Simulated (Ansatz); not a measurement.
# Alloy of InAs and AlAs (28 of 32 In sites exchanged), 64 atoms, part 2 of 2

Ansatz 0.2.0, PAW. Earlier steps stand in the parts before.

**3. r²SCAN single point**

in.yaml reads:

```yaml
crystal:
  lattice:
    - [11.444809, 0.000000, 0.000000]
    - [0.000000, 11.444809, 0.000000]
    - [0.000000, 0.000000, 11.444809]
  atoms:
    - { symbol: Al, position: [0.998074, 0.999801, 0.002714] }
    - { symbol: Al, position: [0.997165, 0.999658, 0.498599] }
    - { symbol: Al, position: [0.998974, 0.500436, 0.004466] }
    - { symbol: Al, position: [0.999419, 0.499260, 0.496448] }
    - { symbol: Al, position: [0.501591, 0.001892, 0.001022] }
    - { symbol: Al, position: [0.501963, 0.001234, 0.500679] }
    - { symbol: Al, position: [0.499910, 0.497760, 0.002283] }
    - { symbol: Al, position: [0.499541, 0.498216, 0.498497] }
    - { symbol: Al, position: [0.251944, 0.251585, 0.000897] }
    - { symbol: Al, position: [0.251410, 0.251795, 0.500636] }
    - { symbol: Al, position: [0.249762, 0.748142, 0.002655] }
    - { symbol: Al, position: [0.249941, 0.747166, 0.498535] }
    - { symbol: Al, position: [0.747772, 0.249855, 0.002382] }
    - { symbol: Al, position: [0.748354, 0.249354, 0.498560] }
    - { symbol: Al, position: [0.750429, 0.749087, 0.004476] }
    - { symbol: Al, position: [0.749522, 0.749401, 0.496458] }
    - { symbol: Al, position: [0.252160, 0.001842, 0.749711] }
    - { symbol: Al, position: [0.249912, 0.499696, 0.250546] }
    - { symbol: Al, position: [0.252353, 0.498297, 0.749824] }
    - { symbol: Al, position: [0.749792, 0.999935, 0.250595] }
    - { symbol: Al, position: [0.748543, 0.002120, 0.749877] }
    - { symbol: Al, position: [0.749876, 0.499864, 0.250342] }
    - { symbol: Al, position: [0.748041, 0.497692, 0.749440] }
    - { symbol: Al, position: [0.998231, 0.251784, 0.250251] }
    - { symbol: Al, position: [0.998403, 0.748468, 0.250483] }
    - { symbol: Al, position: [0.502511, 0.252628, 0.250627] }
    - { symbol: Al, position: [0.500171, 0.250066, 0.751094] }
    - { symbol: Al, position: [0.501807, 0.748262, 0.250306] }
    - { symbol: As, position: [0.118780, 0.132182, 0.119800] }
    - { symbol: As, position: [0.130207, 0.118990, 0.618088] }
    - { symbol: As, position: [0.124235, 0.625576, 0.127621] }
    - { symbol: As, position: [0.130893, 0.616585, 0.619264] }
    - { symbol: As, position: [0.624303, 0.125715, 0.127701] }
    - { symbol: As, position: [0.624820, 0.126311, 0.626299] }
    - { symbol: As, position: [0.624866, 0.623556, 0.126262] }
    - { symbol: As, position: [0.630178, 0.619243, 0.618298] }
    - { symbol: As, position: [0.375718, 0.374344, 0.127534] }
    - { symbol: As, position: [0.376543, 0.374641, 0.626178] }
    - { symbol: As, position: [0.382110, 0.868747, 0.119860] }
    - { symbol: As, position: [0.369544, 0.879761, 0.618400] }
    - { symbol: As, position: [0.873554, 0.374884, 0.126261] }
    - { symbol: As, position: [0.869737, 0.379535, 0.618619] }
    - { symbol: As, position: [0.875532, 0.874270, 0.127619] }
    - { symbol: As, position: [0.867101, 0.880312, 0.619828] }
    - { symbol: As, position: [0.383729, 0.133484, 0.381488] }
    - { symbol: As, position: [0.375925, 0.125801, 0.875837] }
    - { symbol: As, position: [0.376007, 0.624530, 0.374218] }
    - { symbol: As, position: [0.369488, 0.618285, 0.881664] }
    - { symbol: As, position: [0.874749, 0.125877, 0.374294] }
    - { symbol: As, position: [0.868228, 0.119597, 0.881652] }
    - { symbol: As, position: [0.874797, 0.624626, 0.373728] }
    - { symbol: As, position: [0.867986, 0.618139, 0.881269] }
    - { symbol: As, position: [0.125383, 0.373938, 0.374458] }
    - { symbol: As, position: [0.131526, 0.383297, 0.882969] }
    - { symbol: As, position: [0.117795, 0.867628, 0.380691] }
    - { symbol: As, position: [0.132630, 0.882787, 0.883046] }
    - { symbol: As, position: [0.625916, 0.375698, 0.374561] }
    - { symbol: As, position: [0.624322, 0.374218, 0.875891] }
    - { symbol: As, position: [0.624168, 0.875263, 0.374468] }
    - { symbol: As, position: [0.633152, 0.881570, 0.882915] }
    - { symbol: In, position: [0.250841, 0.000886, 0.251822] }
    - { symbol: In, position: [0.001417, 0.250596, 0.752030] }
    - { symbol: In, position: [0.001208, 0.750417, 0.751322] }
    - { symbol: In, position: [0.501235, 0.750660, 0.751968] }
  symmetry: { detect: false }
kpoints:
  mp_grid: { grid: [1, 1, 1], shift: [0.25, 0.25, 0.25] }
hamiltonian:
  xc: r2scan
scf:
  occupations: { method: fermi_dirac, width: 0.01 }
output:
  forces: true
  eigenvalues: true
  populations: true
  eigenstates: { kpoints: [[0.25, 0.25, 0.25]], e_range: [-6.0, 6.0], localisation: true }
  write_density: true
  write_potential: true
  elf: true
  volumetric_format: npy
```

Launch:

```
ansatz run in.yaml --threads 4 --pin off --max-ram 42750MiB --runs-dir r --events-out ev --progress --plain --backend cuda --devices 0, --max-vram 37GiB
```

The log of the run:

```text
Pseudopotentials: kind: paw
Functional definition: r2SCAN
  parameter k0 = 0.174
  parameter k1 = 0.065
  parameter a1 = 4.9479
  exchange = r2scan_x(k0 = k0, k1 = k1, a1 = a1)
  correlation = r2scan_c
Crystal: 64 atoms, lattice volume = 1499.083 Å³
Basis set: ecut = 500 eV, 38089 PW (Γ), exchange–correlation on 360×360×360 points (64 copies of the dense FFT grid, shifted against one another)
Bands: 372, of which v1, the nominal top of the filled ones, is band 308 counted from 1 (307 counted from 0)
Symmetry: 1 space group operations
k-points: 1
Non-local potential: Al, projectors of the file, l = 0: 2, l = 1: 2, l = 2: 1
Non-local potential: As, projectors of the file, l = 0: 2, l = 1: 2, l = 2: 3, l = 3: 1
Non-local potential: In, projectors of the file, l = 0: 2, l = 1: 2, l = 2: 2, l = 3: 2
PAW form: soft (Blöchl's): semilocal exchange-correlation on the pseudo side does not see the compensation charge
PAW frozen core: Al, regenerated for the run's functional (the file was generated under x = pbe(κ = 0.804, μ = 0.2195149727645171), c = pbe(β = 0.06672455060314922))
PAW frozen core: As, regenerated for the run's functional (the file was generated under x = pbe(κ = 0.804, μ = 0.2195149727645171), c = pbe(β = 0.06672455060314922))
PAW frozen core: In, regenerated for the run's functional (the file was generated under x = pbe(κ = 0.804, μ = 0.2195149727645171), c = pbe(β = 0.06672455060314922))
PAW one-centre angular grid: Al, 302 points (default); XC on 160 Gauss nodes
PAW one-centre angular grid: As, 590 points (default); XC on 160 Gauss nodes
PAW one-centre angular grid: In, 590 points (default); XC on 289 of its mesh's 2783 points in the sphere
Initial density: superposition of atomic densities (neutral atoms: chi_scale 0, normalization atom), corrected by the library's trained network
Initial wavefunctions: pseudopotential atomic-orbital guess
Functional: x = r2scan, c = r2scan; τ floored in thin density (d = 2e-4 eV/Å³)
SCF iter   1: F=—  HF=-193282.644029 eV  |F-HF|=—  |Δ(HF+E_count)|=         —  Δρ=3.94e-3  dr2=3.45e-1  dr2_τ=2.80e-1  ethr=1.77e-3  ⟨swp⟩=6.0  Hψ=1429  notcnv=0  defer=16
preconditioner: auto → Resta (q_TF=auto, 2.352 Å⁻¹)  ε∞=3.6  [insulator: Δε(μ)=2.365 eV  Ē_g=10.226 eV  σ=0.010 eV  W_gap=1.00  n_scr=340 (ndim 8)  ℏωp=16.5 eV  f_vac=0.013  D(μ)=0.00/eV (n_scr^D=0)  ε∞_Penn≈3.6]
SCF iter   2: F=—  HF=-193283.261013 eV  |F-HF|=—  |Δ(HF+E_count)|=   6.17e-1  Δρ=2.25e-3  dr2=1.06e-1  dr2_τ=9.02e-4  ethr=5.61e-5  ⟨swp⟩=3.0  Hψ=744  notcnv=0  defer=60
SCF iter   3: F=—  HF=-193283.248188 eV  |F-HF|=—  |Δ(HF+E_count)|=   1.28e-2  Δρ=1.02e-3  dr2=2.15e-2  dr2_τ=2.21e-4  ethr=1.72e-5  ⟨swp⟩=2.0  Hψ=408  notcnv=0  defer=60
SCF iter   4: F=—  HF=-193283.248126 eV  |F-HF|=—  |Δ(HF+E_count)|=   6.24e-5  Δρ=2.47e-4  dr2=8.78e-4  dr2_τ=1.79e-5  ethr=3.49e-6  ⟨swp⟩=3.0  Hψ=445  notcnv=0  defer=60
SCF iter   5: F=—  HF=-193283.246232 eV  |F-HF|=—  |Δ(HF+E_count)|=   1.89e-3  Δρ=6.32e-5  dr2=9.38e-5  dr2_τ=1.34e-6  ethr=1.42e-7  ⟨swp⟩=2.0  Hψ=440  notcnv=0  defer=60
SCF iter   6: F=—  HF=-193283.247757 eV  |F-HF|=—  |Δ(HF+E_count)|=   1.53e-3  Δρ=1.54e-5  dr2=4.82e-6  dr2_τ=5.47e-8  ethr=1.52e-8  ⟨swp⟩=2.0  Hψ=460  notcnv=0  defer=60
SCF iter   7: F=—  HF=-193283.247760 eV  |F-HF|=—  |Δ(HF+E_count)|=   2.71e-6  Δρ=4.13e-6  dr2=6.03e-7  dr2_τ=5.77e-9  ethr=7.83e-10  ⟨swp⟩=2.0  Hψ=620  notcnv=0  defer=60
SCF iter   8: F=-193283.247760 eV  HF=-193283.247760 eV  |F-HF|=4.47e-8  |Δ(HF+E_count)|=   2.62e-9  Δρ=1.71e-6  dr2=5.71e-8  dr2_τ=6.50e-10  ethr=1.62e-11  ⟨swp⟩=17.0  Hψ=3754  notcnv=0
SCF 1 converged in 8 iterations: F = -193283.247760 eV  dr2 = 5.71e-8
NSCF: frozen V_eff on 1 k-points
SCF converged after 8 iterations
Free energy (F): -193283.247760 eV
Harris-Foulkes:  -193283.247760 eV  (|F-HF|=4.47e-8)
Internal energy: -193283.247760 eV  (E = F + TS)
E sigma→0 (E₀):  -193283.247760 eV
Fermi energy:    7.341539 eV
--- Per-component energies (eV) ---
  E_band       = -9134.009285
  E_kinetic    = 4938.831129
  E_local      = -73497.291061  (includes V_loc(G=0)·N_el)
  E_nonlocal   = -19694.463323
  E_hartree    = 38625.860570
  E_xc         = -4214.849931
  E_vxc        = -4003.296362  (∫ρ·V_xc dr)
  E_paw        = -89127.286986  (= ΣΔE_a)
  E_vpaw       = 5668.146520  (= ΣTr[D̂ρ^β])
  E_aug_tail   = -0.000184  (compensation charges beyond the density's cutoff)
  E_vtau       = 202.352650  (kinetic-family band-sum trace: ∫τ·v_τ [+ j·A + Jᵃ·Aᵃ] dr)
  E_ewald      = -50269.590085
  E_core_change = -44.457890  (= ΣΔE_core)
  E_smearing   = -0.000000  (= −TS)
  E_closure    = -0.000000  (closes the sum)
  Σ components = -193283.247760   (vs F -193283.247760, Δ=0.00e0)
--- Forces (eV/Å), atoms counted from 1 ---
  atom   1  Al    -0.00084550     0.01745409     0.00603561
  atom   2  Al     0.00464680    -0.00711797     0.00445459
  atom   3  Al     0.00208319    -0.00029984    -0.00611436
  atom   4  Al     0.00040991    -0.00708739     0.00559451
  atom   5  Al     0.01268651    -0.01297433     0.00270582
  atom   6  Al    -0.00978001     0.01621258    -0.00245445
  atom   7  Al    -0.00803167     0.00679840     0.01186441
  atom   8  Al     0.02322810     0.00565331     0.00098764
  atom   9  Al    -0.01361265     0.01332821     0.00185903
  atom  10  Al     0.02226020    -0.01502101    -0.01029734
  atom  11  Al     0.00893704     0.00741534     0.01085879
  atom  12  Al     0.00814546     0.00522504     0.00195081
  atom  13  Al     0.00187254    -0.00674638     0.01305429
  atom  14  Al     0.00961770     0.02072966     0.00868034
  atom  15  Al    -0.01418560     0.00660287    -0.00743577
  atom  16  Al     0.00778722     0.00271798     0.00636853
  atom  17  Al    -0.00082639    -0.00232405    -0.00917402
  atom  18  Al     0.00490922     0.00247112    -0.00181294
  atom  19  Al    -0.00308476    -0.00410373     0.01662016
  atom  20  Al    -0.00068272     0.00661884     0.00029400
  atom  21  Al    -0.00587610    -0.00458530     0.01657001
  atom  22  Al     0.00045564     0.00148049     0.00281915
  atom  23  Al     0.01248233     0.00719149    -0.00821559
  atom  24  Al     0.00417378    -0.00641876    -0.00988266
  atom  25  Al    -0.00122456    -0.01043253     0.01266439
  atom  26  Al    -0.00371808    -0.01218789     0.01199746
  atom  27  Al    -0.00018428    -0.00701194    -0.00799766
  atom  28  Al    -0.00541713    -0.00304673    -0.01314155
  atom  29  As    -0.03332396     0.02200519    -0.01504739
  atom  30  As     0.00768716    -0.02091787    -0.00370153
  atom  31  As    -0.00413808     0.00829336    -0.00226569
  atom  32  As     0.01223135    -0.00714701    -0.00514924
  atom  33  As    -0.00078437     0.01007161    -0.00630524
  atom  34  As     0.00736112    -0.00554587     0.00216377
  atom  35  As     0.00599075    -0.00055337    -0.00058833
  atom  36  As    -0.00139936    -0.02975954    -0.01071097
  atom  37  As     0.01024805    -0.00561542     0.00289691
  atom  38  As    -0.00814875     0.00598204     0.01205796
  atom  39  As     0.02726949    -0.03302534    -0.01485101
  atom  40  As    -0.03255453     0.01061038    -0.02115776
  atom  41  As    -0.00172088     0.00068403     0.00218066
  atom  42  As    -0.03573757     0.01857270    -0.02684493
  atom  43  As     0.01338507    -0.00516879     0.00204463
  atom  44  As    -0.01962584     0.03165048    -0.03731400
  atom  45  As     0.00876763     0.02115558     0.01722105
  atom  46  As     0.00430403     0.01246484    -0.00376703
  atom  47  As    -0.00518601     0.00688736    -0.00076846
  atom  48  As    -0.01179995    -0.01874284    -0.00378076
  atom  49  As    -0.00200642    -0.00673371    -0.00251367
  atom  50  As    -0.00375337    -0.02712168     0.00282295
  atom  51  As    -0.00153616     0.00487215    -0.00496014
  atom  52  As    -0.00923891    -0.03071338     0.02310522
  atom  53  As    -0.00807252     0.00163581    -0.00172706
  atom  54  As     0.02785466     0.00336170     0.01287895
  atom  55  As    -0.03295774    -0.02377402     0.01138326
  atom  56  As     0.02846621     0.00925157     0.01007439
  atom  57  As    -0.01418477    -0.00666234    -0.01380789
  atom  58  As    -0.00725171    -0.00114974    -0.00515998
  atom  59  As    -0.00346287    -0.00465221     0.00237936
  atom  60  As     0.01722016     0.01536132     0.02054383
  atom  61  In     0.00955055     0.00888370     0.00110094
  atom  62  In    -0.00075301     0.00769226    -0.00068749
  atom  63  In    -0.00258275     0.00055477    -0.00083132
  atom  64  In     0.00361617     0.00670407     0.00018466
  max |Σ_I F_I| component: 4.82e-5 eV/Å
--- Band table (eV) ---
  k-point 0: bands = ["-28.8231", "-28.8053", "-28.8047", "-28.7792", "-28.7787", "-28.7756", "-28.7739", "-28.7695", "-28.7693", "-28.7663", "-28.7611", "-28.7605", "-28.7599", "-28.7589", "-28.7577", "-28.7576", "-28.7571", "-28.7566", "-28.7565", "-28.7562", "-28.7559", "-28.7556", "-28.7551", "-28.7549", "-28.7546", "-28.7537", "-28.7532", "-28.7529", "-28.7522", "-28.7518", "-28.7512", "-28.7504", "-28.7499", "-28.7478", "-28.7471", "-28.7468", "-28.7457", "-28.7455", "-28.7453", "-28.7445", "-28.7444", "-28.7438", "-28.7437", "-28.7433", "-28.7433", "-28.7418", "-28.7418", "-28.7416", "-28.7414", "-28.7409", "-28.7408", "-28.7401", "-28.7399", "-28.7393", "-28.7390", "-28.7387", "-28.7383", "-28.7378", "-28.7376", "-28.7376", "-28.7374", "-28.7370", "-28.7370", "-28.7369", "-28.7364", "-28.7363", "-28.7357", "-28.7353", "-28.7351", "-28.7351", "-28.7349", "-28.7348", "-28.7348", "-28.7344", "-28.7343", "-28.7338", "-28.7337", "-28.7333", "-28.7330", "-28.7329", "-28.7323", "-28.7319", "-28.7318", "-28.7314", "-28.7312", "-28.7306", "-28.7302", "-28.7300", "-28.7291", "-28.7276", "-28.7275", "-28.7274", "-28.7270", "-28.7266", "-28.7259", "-28.7258", "-28.7257", "-28.7248", "-28.7247", "-28.7239", "-28.7234", "-28.7231", "-28.7226", "-28.7223", "-28.7214", "-28.7213", "-28.7213", "-28.7210", "-28.7206", "-28.7201", "-28.7197", "-28.7196", "-28.7192", "-28.7186", "-28.7183", "-28.7177", "-28.7174", "-28.7171", "-28.7171", "-28.7168", "-28.7166", "-28.7161", "-28.7157", "-28.7156", "-28.7149", "-28.7146", "-28.7145", "-28.7139", "-28.7137", "-28.7130", "-28.7119", "-28.7113", "-28.7109", "-28.7105", "-28.7097", "-28.7088", "-28.7072", "-28.7070", "-28.7054", "-28.7053", "-28.7051", "-28.7050", "-28.7046", "-28.7042", "-28.7024", "-28.7021", "-28.7013", "-28.7012", "-28.7009", "-28.7000", "-28.6980", "-28.6947", "-28.6938", "-28.6933", "-28.6874", "-28.6873", "-28.6863", "-28.6862", "-28.6759", "-28.6758", "-8.2512", "-8.2481", "-8.2457", "-8.2412", "-8.2374", "-8.2368", "-8.2168", "-8.2157", "-8.2116", "-8.2112", "-8.2108", "-8.2088", "-8.0976", "-8.0969", "-8.0878", "-8.0858", "-8.0592", "-8.0589", "-8.0519", "-8.0517", "-5.8106", "-5.4140", "-5.4067", "-5.3987", "-5.0664", "-5.0567", "-5.0467", "-4.7945", "-4.7222", "-4.7068", "-4.6868", "-4.5170", "-4.5084", "-4.5038", "-4.4968", "-4.4742", "-4.4581", "-4.4386", "-4.4172", "-4.3905", "-4.2110", "-4.1902", "-4.1656", "-4.0720", "-4.0512", "-4.0382", "-4.0228", "-4.0070", "-3.9768", "-3.9649", "-3.9509", "-3.9457", "0.7640", "0.8101", "0.8316", "0.9652", "0.9824", "0.9888", "1.0274", "1.0339", "1.0500", "1.0625", "1.0669", "1.0703", "1.0787", "1.0957", "1.0968", "1.2534", "1.3910", "1.4065", "1.4258", "1.4393", "1.4488", "1.4796", "1.9801", "1.9838", "1.9890", "2.2764", "2.2854", "2.2865", "3.0132", "3.0390", "3.0434", "3.0575", "3.0706", "3.0960", "3.1258", "3.1282", "3.1407", "3.3669", "3.3964", "3.4115", "3.6138", "3.6166", "3.6364", "3.6783", "3.6980", "3.7127", "3.7541", "3.7654", "3.7810", "3.9912", "3.9963", "4.0521", "4.0666", "4.0922", "4.0990", "4.1829", "4.1977", "4.2303", "4.3122", "4.3216", "4.3454", "4.5244", "4.5270", "4.5791", "4.6070", "4.6078", "4.6212", "4.6378", "4.6585", "4.6938", "4.8122", "4.8276", "4.8602", "4.8748", "4.8792", "4.9582", "4.9594", "4.9770", "4.9959", "5.0591", "5.1256", "5.1735", "5.2097", "5.3620", "5.3811", "5.4312", "5.4521", "5.4832", "5.4909", "5.5929", "5.5997", "5.7858", "5.8034", "5.8471", "6.1392", "6.1559", "8.5258", "8.5615", "8.5820", "8.8522", "9.1250", "9.1758", "9.1771", "9.2908", "9.3466", "9.4235", "9.4776", "9.5263", "9.5507", "9.5954", "9.5972", "9.7213", "9.7590", "9.8133", "9.8395", "9.8548", "9.8643", "9.8788", "9.8837", "9.9493", "9.9715", "9.9811", "10.0253", "10.0333", "10.0579", "10.2419", "10.2431", "10.3005", "10.3142", "10.3619", "10.3726", "10.4707", "10.5160", "10.5217", "10.7512", "10.7692", "10.7885", "11.0499", "11.0752", "11.0959", "11.1102", "11.1206", "11.1673", "11.2014", "11.2170", "11.2506", "11.2515", "11.2810", "11.3450", "11.5011", "11.5113", "11.6027", "11.6152", "11.6444", "11.6909", "11.7092", "11.7262", "11.7417", "11.7551", "11.7939"]
--- Löwdin populations: 64 sites ---
  site symbol       q [e]
     0     Al      2.5392
     1     Al      2.5395
     2     Al      2.5392
     3     Al      2.5386
     4     Al      2.5390
     5     Al      2.5393
     6     Al      2.5385
     7     Al      2.5387
     8     Al      2.5391
     9     Al      2.5392
    10     Al      2.5392
    11     Al      2.5395
    12     Al      2.5384
    13     Al      2.5388
    14     Al      2.5392
    15     Al      2.5386
    16     Al      2.5386
    17     Al      2.5389
    18     Al      2.5420
    19     Al      2.5389
    20     Al      2.5420
    21     Al      2.5434
    22     Al      2.5387
    23     Al      2.5442
    24     Al      2.5480
    25     Al      2.5484
    26     Al      2.5433
    27     Al      2.5443
    28     As     15.3815
    29     As     15.3830
    30     As     15.4033
    31     As     15.3828
    32     As     15.4027
    33     As     15.4033
    34     As     15.4028
    35     As     15.3818
    36     As     15.4027
    37     As     15.4033
    38     As     15.3816
    39     As     15.3833
    40     As     15.4028
    41     As     15.3820
    42     As     15.4034
    43     As     15.3831
    44     As     15.3801
    45     As     15.4017
    46     As     15.4011
    47     As     15.3827
    48     As     15.4011
    49     As     15.3828
    50     As     15.4049
    51     As     15.3810
    52     As     15.4011
    53     As     15.3806
    54     As     15.3833
    55     As     15.3786
    56     As     15.4033
    57     As     15.4010
    58     As     15.4011
    59     As     15.3806
    60     In     12.6446
    61     In     12.6529
    62     In     12.6459
    63     In     12.6528
  spilling = 0.002793 (of n_electrons = 616.000000)
```

Wall time 9.4 s (1 × NVIDIA H100 80GB HBM3 with 4 threads of AMD EPYC 7R13, shared host); peak host memory 3.9 GiB.

At the single k point (¼, ¼, ¼) the filled levels end at 6.156 eV and the empty ones begin at 8.526 eV, a spacing of 2.37 eV. This point lies off Γ, so the spacing can exceed the gap by much.

The states next to the gap (eigenstates.tsv), from the top filled level:

| level (eV) | spin | filling | atoms sharing it | main element | its share | largest atom |
| --- | --- | --- | --- | --- | --- | --- |
| -0.35 | both | 2.00 | 43.5 | As | 0.72 | – |
| -0.31 | both | 2.00 | 39.3 | As | 0.72 | – |
| -0.02 | both | 2.00 | 49.0 | As | 0.74 | – |
| 0.00 | both | 2.00 | 43.8 | As | 0.74 | – |
| 2.37 | both | 0.00 | 60.2 | Al | 0.53 | – |
| 2.41 | both | 0.00 | 58.8 | Al | 0.56 | – |
| 2.43 | both | 0.00 | 59.1 | Al | 0.56 | – |
| 2.70 | both | 0.00 | 61.3 | Al | 0.47 | – |

Forces by r²SCAN reach 0.05 eV/Å at most on these atoms (on As44).

**4. What came out**

This closing draws on all 2 parts. Changes of volume or cell count from the first structure of part 1.

```
             level         time  top filled to lowest empty (eV)
PBEsol, relaxation   11 s (GPU)                             1.90
            r²SCAN  9.4 s (GPU)                             2.37
```

```
     quantity                                                                         value
   relaxation                                              6 recorded steps, 1.83 eV gained
largest shift                                                                 0.18 Å (As32)
 relaxed cell  a = 11.445 Å, b = 11.445 Å, c = 11.445 Å, α = 90.00°, β = 90.00°, γ = 90.00°
   mean bonds                                                    Al–As 2.461, As–In 2.608 Å
```

The relaxation lowers the energy by 1.83 eV; the largest shift is 0.18 Å (As32), while the volume changes by -0.1 %. Part of this undoes the random shake of the start. The mean lengths of the listed bonds run from Al–As 2.46 Å to As–In 2.61 Å. Spin–orbit coupling is left out, which matters for the band edges of the heavier elements here. With one k point the spacing samples only the states that fold onto it, so it can exceed the gap over the zone.
